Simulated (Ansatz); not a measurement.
# Tl2Pb: the cost of one run

Method: DFT PBE, scalar-relativistic, plane waves, PAW, in Ansatz 0.2.0.

### 1 The starting structure

Symmetry: P6/mmm, No. 191, hexagonal system. The conventional cell has a = 5.468 Å, b = 5.468 Å, c = 3.476 Å, α = 90.00°, β = 90.00°, γ = 120.00°. Tl (site symmetry -6m2) has 5 Tl at 3.16 to 3.48 Å and 6 Pb at 3.60 Å as nearest neighbours. Pb (site symmetry 6/mmm) is surrounded by 2 Pb at 3.48 Å and 12 Tl at 3.60 Å.

Coordinates:

```xyz
3
Lattice="5.4683 0.0000 0.0000 -2.7341 4.7357 0.0000 0.0000 0.0000 3.4761" Properties=species:S:1:pos:R:3 pbc="T T T"
Tl    0.0000    3.1571    1.7381
Tl    2.7341    1.5786    1.7381
Pb    0.0000    0.0000    0.0000
```

(A quick probe on a coarse mesh, which set the mesh and smearing, is not shown.)

### 3 The relaxation

File input.yaml:

```yaml
crystal:
  lattice:
    - [5.4682623797, 0.0, 0.0]
    - [-2.7341311898, 4.7356541355, 0.0]
    - [0.0, 0.0, 3.4761227222]
  atoms:
    - { symbol: Tl, position: [0.3333333333, 0.6666666667, 0.5] }
    - { symbol: Tl, position: [0.6666666667, 0.3333333333, 0.5] }
    - { symbol: Pb, position: [0.0, 0.0, 0.0] }
basis:
  ecutwfc: 420
kpoints:
  mp_grid: { grid: [12, 12, 14] }
hamiltonian:
  xc: pbe
scf:
  occupations: { method: gaussian, width: 0.1 }
output:
  forces: true
  stress: true
  eigenvalues: true
relax:
  adjacent_minimum: "off"
  f_tol: 0.01
  max_steps: 80
  cell: { stress_tol: 0.05 }
```

On the command line:

```sh
$ ansatz run input.yaml --threads 1 --pin off --max-ram 2560MiB --backend cpu --events-out ev --progress --plain --runs-dir out
```

What time and memory should one allow on 1 thread of Arm Neoverse N1, shared host?

About 3.8 min, with a peak of 0.55 GiB.
